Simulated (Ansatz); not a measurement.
# C₂H₅ClFNSi: up Jacob's ladder to CCSD(T)

An exercise on one series of results from a longer session: the logs are not shown, and one member is left open.

Method: functionals in def2-TZVPP, the program's frozen cores in correlated methods; program: Ansatz 0.2.0, Gaussian basis.

The runs, in order: PBE-D4, r2SCAN-D4, PBE0-D4, B3LYP-D4, ωB97X-V, ωB97M-V, B2PLYP; CCSD(T)/def2-TZVPP; MP2/def2-QZVPP; extrapolation to the limit.

## The geometry

All runs share one geometry, relaxed beforehand with PBE0-D4 in a triple-zeta def2 set.

SMILES `C=N[SiH](F)CCl`, 11 atoms, charge 0, spin multiplicity 1.

Atoms are counted from 1 here; the program's logs count them from 0.

Bond lengths: C1–N2 1.258 Å, C1–H7 1.099 Å, C1–H8 1.096 Å, N2–Si3 1.720 Å, Si3–F4 1.601 Å, Si3–C5 1.868 Å, Si3–H9 1.476 Å, C5–Cl6 1.784 Å, C5–H10 1.090 Å, C5–H11 1.091 Å. Angles: N2–C1–H7 124.0°, N2–C1–H8 120.3°, H7–C1–H8 115.7°, C1–N2–Si3 128.3°, N2–Si3–F4 112.4°, N2–Si3–C5 107.0°, N2–Si3–H9 108.9°, F4–Si3–C5 108.4°, F4–Si3–H9 108.2°, C5–Si3–H9 112.0°, Si3–C5–Cl6 109.6°, Si3–C5–H10 111.1°, Si3–C5–H11 111.7°, Cl6–C5–H10 108.0°, Cl6–C5–H11 107.9°, H10–C5–H11 108.4°.

Set-up of the first run:

Contents of in.yaml:

```yaml
crystal:
  periodic: [false, false, false]
  atoms:
    - {symbol: C, position_ang: [0.419624, -1.915144, -1.146034]}
    - {symbol: N, position_ang: [0.666958, -0.705848, -0.905050]}
    - {symbol: Si, position_ang: [0.458241, 0.150837, 0.571736]}
    - {symbol: F, position_ang: [-0.164458, -0.766909, 1.726056]}
    - {symbol: C, position_ang: [-0.729480, 1.551567, 0.228409]}
    - {symbol: Cl, position_ang: [-0.885177, 2.572838, 1.683196]}
    - {symbol: H, position_ang: [0.025820, -2.622538, -0.402450]}
    - {symbol: H, position_ang: [0.595926, -2.326160, -2.146831]}
    - {symbol: H, position_ang: [1.772411, 0.640542, 1.030311]}
    - {symbol: H, position_ang: [-0.371021, 2.179635, -0.587633]}
    - {symbol: H, position_ang: [-1.723442, 1.184280, -0.031211]}
basis:
  gaussian: {orbitals: def2-TZVPP}
hamiltonian: {xc: pbe, dispersion: d4}
output: {forces: true, orbitals: {seedname: orbitals}}
```

Run with:

```console
$ ansatz run in.yaml --threads 4 --pin off --events-out ev --progress --plain --max-ram 10444MiB
```

Among the steps run: PBE-D4 (GGA); r2SCAN-D4 (meta-GGA); PBE0-D4 (hybrid); B3LYP-D4 (hybrid); ωB97X-V (range-separated); ωB97M-V (range-separated); B2PLYP (double hybrid); CCSD(T) in def2-TZVPP; MP2 in def2-QZVPP.

One of the session's tables, all rows but one given; the rest of the session is left out.

```
            method  atomisation energy (kJ/mol)
            PBE-D4                       4279.9
         r2SCAN-D4                       4185.4
           PBE0-D4                       4187.1
          B3LYP-D4                            ?
           ωB97X-V                       4200.9
           ωB97M-V                       4202.8
            B2PLYP                       4139.0
     HF/def2-TZVPP                       2996.8
    MP2/def2-TZVPP                       4155.3
   CCSD/def2-TZVPP                       3987.8
CCSD(T)/def2-TZVPP                       4059.8
           MP2/CBS                       4281.6
       CCSD(T)/CBS                       4186.0
```

**Question.** Estimate the row for B3LYP-D4.

The run gave: atomisation energy (kJ/mol): 4181.5. In the column «atomisation energy (kJ/mol)» it lies between MP2/def2-TZVPP (4155.3) and r2SCAN-D4 (4185.4).
